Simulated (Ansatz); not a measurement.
# ClFH₄OSi₂: how energies converge with the basis set

Aim: see how fast density functionals converge with the basis set for ClFH₄OSi₂.

Program: Ansatz 0.2.0, Gaussian basis. Level of theory: one geometry, several basis sets. These are calculated values, not measurements.

Plan: PBE0-D4/def2-SVP; ωB97M-V/def2-SVP; PBE0-D4/def2-QZVPP; ωB97M-V/def2-QZVPP; the functionals' def2-TZVPP values are taken from earlier runs.

### Step 1. Structure used throughout

All runs share one geometry, relaxed beforehand with PBE0-D4 in a triple-zeta def2 set.

SMILES `O[SiH](F)[SiH2]Cl`, 9 atoms, charge 0, spin multiplicity 1.

Atoms are counted from 1 here; the program's logs count them from 0.

Bond lengths: O1–Si2 1.631 Å, O1–H6 0.961 Å, Si2–F3 1.599 Å, Si2–Si4 2.352 Å, Si2–H7 1.479 Å, Si4–Cl5 2.075 Å, Si4–H8 1.483 Å, Si4–H9 1.485 Å. Angles: Si2–O1–H6 117.4°, O1–Si2–F3 111.2°, O1–Si2–Si4 108.3°, O1–Si2–H7 106.7°, F3–Si2–Si4 107.1°, F3–Si2–H7 107.2°, Si4–Si2–H7 116.4°, Si2–Si4–Cl5 104.1°, Si2–Si4–H8 114.7°, Si2–Si4–H9 112.7°, Cl5–Si4–H8 108.0°, Cl5–Si4–H9 107.5°, H8–Si4–H9 109.4°.

### Step 2. PBE0-D4 in def2-SVP

Contents of in.yaml:

```yaml
crystal:
  periodic: [false, false, false]
  atoms:
    - {symbol: O, position_ang: [1.042954, 1.651026, -0.367652]}
    - {symbol: Si, position_ang: [1.004183, 0.025064, -0.491708]}
    - {symbol: F, position_ang: [0.857198, -0.434855, -2.016446]}
    - {symbol: Si, position_ang: [-0.895419, -0.758271, 0.651854]}
    - {symbol: Cl, position_ang: [-2.303836, 0.741310, 0.380931]}
    - {symbol: H, position_ang: [0.203454, 2.117098, -0.396523]}
    - {symbol: H, position_ang: [2.311627, -0.468925, -0.009025]}
    - {symbol: H, position_ang: [-1.463436, -2.020585, 0.119158]}
    - {symbol: H, position_ang: [-0.668026, -0.898062, 2.112310]}
basis:
  gaussian: {orbitals: def2-SVP}
hamiltonian: {xc: pbe0, dispersion: d4}
output: {orbitals: {seedname: orbitals}}
```

The runs that follow: ωB97M-V in def2-SVP; PBE0-D4 in def2-QZVPP; ωB97M-V in def2-QZVPP.

Q: Predict the results of all the runs planned. Wanted: PBE0-D4: double and triple zeta above quadruple; ωB97M-V: double and triple zeta above quadruple.

**Answer**, as computed:

```
                                       quantity           value
PBE0-D4: double and triple zeta above quadruple  17.50, 1.19 eV
ωB97M-V: double and triple zeta above quadruple  17.52, 1.12 eV
```

What this shows: For PBE0-D4 the step from double to triple zeta gains 16.31 eV and the next only 1.19 eV. Total energies overstate the basis error of differences, where much of it tends to cancel. The LUMO of ωB97M-V is positive and keeps falling with the basis (1.22 to 0.51 eV): an unbound level that the basis holds in place.
